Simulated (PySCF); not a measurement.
# CH7AsBS− (SMILES CS[BH2-][AsH2]) at 5 levels

We compute a comparison of 5 runs (HF/3-21G, HF/def2-SVP, B3LYP/6-31G*, PBE0/def2-SVP, wB97X/6-31G**) of CH7AsBS−. 

Program for the calculation: PySCF 2.14.0.

## Step 1: The system as given

CH7AsBS−: 11 atoms, total charge -1, spin state singlet. As SMILES, `CS[BH2-][AsH2]`. Geometry: a GFN2-xTB relaxation, a rough one for these elements and not checked as a minimum. This is one conformer, not always the lowest.

Bond lengths: C1–S2 1.816 Å, S2–B3 1.950 Å, B3–As4 2.080 Å, C1–H5 1.092 Å, C1–H6 1.090 Å, C1–H7 1.088 Å, B3–H8 1.208 Å, B3–H9 1.208 Å, As4–H10 1.531 Å, As4–H11 1.526 Å. Some angles: C1–S2–B3 98.7°, S2–B3–As4 110.7°, S2–C1–H5 109.6°, S2–C1–H6 109.3°, S2–C1–H7 108.7°, S2–B3–H8 105.2°, S2–B3–H9 106.9°, As4–B3–H8 108.8°, As4–B3–H9 113.1°, B3–As4–H10 98.9°.

## Step 2: Energy and gradient at HF/3-21G (run 1)

Input file calc.py:

```python
# CS[BH2-][AsH2]
import pyscf.grad
from pyscf import gto, scf

system = gto.Mole()
system.atom = '''
C      0.024737     3.417041    -0.355760
S      1.016465     1.807580     2.507572
B     -0.283402    -1.554583     1.739134
As     1.785886    -3.212024    -1.161596
H      0.786712     2.434553    -2.002788
H     -2.032495     3.425129    -0.456426
H      0.730682     5.347812    -0.304151
H      0.025341    -2.767920     3.647436
H     -2.496612    -1.310809     1.235938
H      0.378512    -2.077433    -3.420820
H      0.064175    -5.509364    -1.428557
'''
system.basis = '3-21g'
system.verbose = 4
system.max_memory = 1860
system.unit = 'bohr'
system.charge = -1
system.build()

myscf = scf.RHF(system)
myscf.conv_tol = 1e-10
myscf.kernel()
if not myscf.converged:
    myscf = myscf.newton().run(myscf.mo_coeff, myscf.mo_occ)

e_tot = myscf.e_tot
print('E = %.10f Eh' % e_tot)
grad = myscf.Gradients().kernel()
myscf.analyze()
```

The run is started by

```bash
OMP_NUM_THREADS=1 python calc.py
```

The program printed:

```text
PySCF version 2.14.0

[... 88 lines left out ...]
MO #2   energy= -91.0860559857489  occ= 2
[... 12 lines left out ...]
MO #15  energy= -5.58544113329032  occ= 2
[... 12 lines left out ...]
MO #28  energy= -0.313943288993047 occ= 2
[... 12 lines left out ...]
MO #41  energy= 0.481375405474313  occ= 0
[... 12 lines left out ...]
MO #54  energy= 0.997448955476667  occ= 0
[... 12 lines left out ...]
MO #67  energy= 2.20005514863371   occ= 0
[... 82 lines left out ...]
WARN: System has nonzero charge -1; the dipole moment is origin-dependent.
Location of origin: [0. 0. 0.]

Dipole moment(X, Y, Z, Debye): -2.26444,  2.46147, -3.37752
```

Wall time 5.1 s (1 thread of Intel Xeon at 2.70GHz, shared host); peak memory 0.14 GiB.

## Step 3: Energy and forces at HF/def2-SVP (run 2)

Input file mol.xyz:

```xyz
11

C      0.013090     1.808220    -0.188260
S      0.537890     0.956530     1.326950
B     -0.149970    -0.822650     0.920310
As     0.945050    -1.699730    -0.614690
H      0.416310     1.288310    -1.059830
H     -1.075550     1.812500    -0.241530
H      0.386660     2.829940    -0.160950
H      0.013410    -1.464720     1.930140
H     -1.321150    -0.693650     0.654030
H      0.200300    -1.099330    -1.810220
H      0.033960    -2.915430    -0.755960
```

Input file input.py:

```python
import pyscf.grad
from pyscf import gto

mol = gto.M(
    atom='mol.xyz',
    basis='def2-svp',
    spin=0,
    max_memory=1860,
    verbose=3,
    charge=-1,
)

calc0 = mol.RHF()
calc0.conv_tol = 1e-10
calc0.kernel()
if not calc0.converged:
    calc0 = calc0.newton().run(calc0.mo_coeff, calc0.mo_occ)

e_tot = calc0.e_tot
print('E = %.10f Eh' % e_tot)
grad = calc0.Gradients().kernel()
calc0.analyze()
```

The run is started by

```bash
OMP_NUM_THREADS=1 python input.py
```

The program printed:

```text
converged SCF energy = -2697.93195860325
[... 27 lines left out ...]
MO #18  energy= -1.89883955584055  occ= 2
[... 18 lines left out ...]
MO #37  energy= 0.353235746700016  occ= 0
[... 18 lines left out ...]
MO #56  energy= 0.86730035879595   occ= 0
[... 18 lines left out ...]
MO #75  energy= 1.3604719153685    occ= 0
[... 18 lines left out ...]
MO #94  energy= 2.33416936631189   occ= 0
[... 18 lines left out ...]
MO #113 energy= 3.65210738319297   occ= 0
[... 13 lines left out ...]
WARN: System has nonzero charge -1; the dipole moment is origin-dependent.
Location of origin: [0. 0. 0.]

Dipole moment(X, Y, Z, Debye): -1.97724,  2.96988, -2.90313
```

It took 18 s on 1 thread of Intel Xeon at 2.70GHz, shared host; peak memory 0.28 GiB.

Runs 3 to 4 aren't shown in full; the table further down has their settings and results.

## Step 4: Energy and forces at wB97X/6-31G(d,p) (spherical functions) (run 5)

Input file run.py:

```python
# CS[BH2-][AsH2]
from pyscf import gto, dft

mol = gto.M(
    atom=[
    ('C', (0.013090, 1.808220, -0.188260)),
    ('S', (0.537890, 0.956530, 1.326950)),
    ('B', (-0.149970, -0.822650, 0.920310)),
    ('As', (0.945050, -1.699730, -0.614690)),
    ('H', (0.416310, 1.288310, -1.059830)),
    ('H', (-1.075550, 1.812500, -0.241530)),
    ('H', (0.386660, 2.829940, -0.160950)),
    ('H', (0.013410, -1.464720, 1.930140)),
    ('H', (-1.321150, -0.693650, 0.654030)),
    ('H', (0.200300, -1.099330, -1.810220)),
    ('H', (0.033960, -2.915430, -0.755960)),
],
    max_memory=1860,
    basis='6-31g**',
    verbose=4,
    charge=-1,
)

mf = dft.RKS(mol, xc='wb97x')
mf.conv_tol = 1e-10
mf.grids.level = 5
mf.kernel()
if not mf.converged:
    mf = mf.newton().run(mf.mo_coeff, mf.mo_occ)

e_tot = mf.e_tot
print('Final energy', e_tot)
grad = mf.nuc_grad_method().kernel()
mf.analyze()
```

The run is started by

```bash
OMP_NUM_THREADS=1 python run.py
```

The program printed:

```text
PySCF version 2.14.0

[... 110 lines left out ...]
MO #8   energy= -7.81085616436348  occ= 2
[... 20 lines left out ...]
MO #29  energy= -0.273278600476045 occ= 2
[... 20 lines left out ...]
MO #50  energy= 0.671417214220098  occ= 0
[... 20 lines left out ...]
MO #71  energy= 1.2370833462732    occ= 0
[... 20 lines left out ...]
MO #92  energy= 2.5066132332015    occ= 0
[... 20 lines left out ...]
MO #113 energy= 4.32000985572445   occ= 0
[... 128 lines left out ...]
WARN: System has nonzero charge -1; the dipole moment is origin-dependent.
Location of origin: [0. 0. 0.]

Dipole moment(X, Y, Z, Debye): -2.49466,  2.68681, -3.17040
```

Wall time 1.9 min (1 thread of Intel Xeon at 2.70GHz, shared host); peak memory 1.2 GiB.

## Step 5: The series

```tsv
run	level	Cartesian functions	integration grid	energy (Eh)	HOMO energy (eV)	LUMO energy (eV)	HOMO–LUMO gap (eV)	wall time
1	HF/3-21G	no	–	-2685.269350	-3.42	9.14	12.56	5.1 s
2	HF/def2-SVP	no	–	-2697.931959	-3.37	8.70	12.07	18 s
3	B3LYP/6-31G* (Cartesian functions)	yes	5	-2701.052429	-0.52	5.50	6.03	55 s
4	PBE0/def2-SVP	no	5	-2700.343200	-0.73	5.57	6.31	69 s
5	wB97X/6-31G** (spherical functions)	no	5	-2701.007107	-3.06	7.75	10.82	1.9 min
```

## Step 6: Outcome

| quantity | value |
| --- | --- |
| run 5: total energy | -2701.00711 Eh |
| run 5: HOMO energy | -3.06 eV |
| run 5: LUMO energy | 7.75 eV |
| run 5: HOMO–LUMO gap (to an unbound level, set by the basis) | 10.82 eV |
| run 5: largest force on an atom | 0.790 eV/Å |

What this shows: The HOMO–LUMO gap runs from 6.03 eV (B3LYP/6-31G*) to 12.56 eV (HF/3-21G). The two ends differ in method and basis. The empty levels of an anion lie above zero and hang on the basis. Totals of different functionals can't be ranked against each other. All runs together took 4.4 min, the longest 1.9 min.
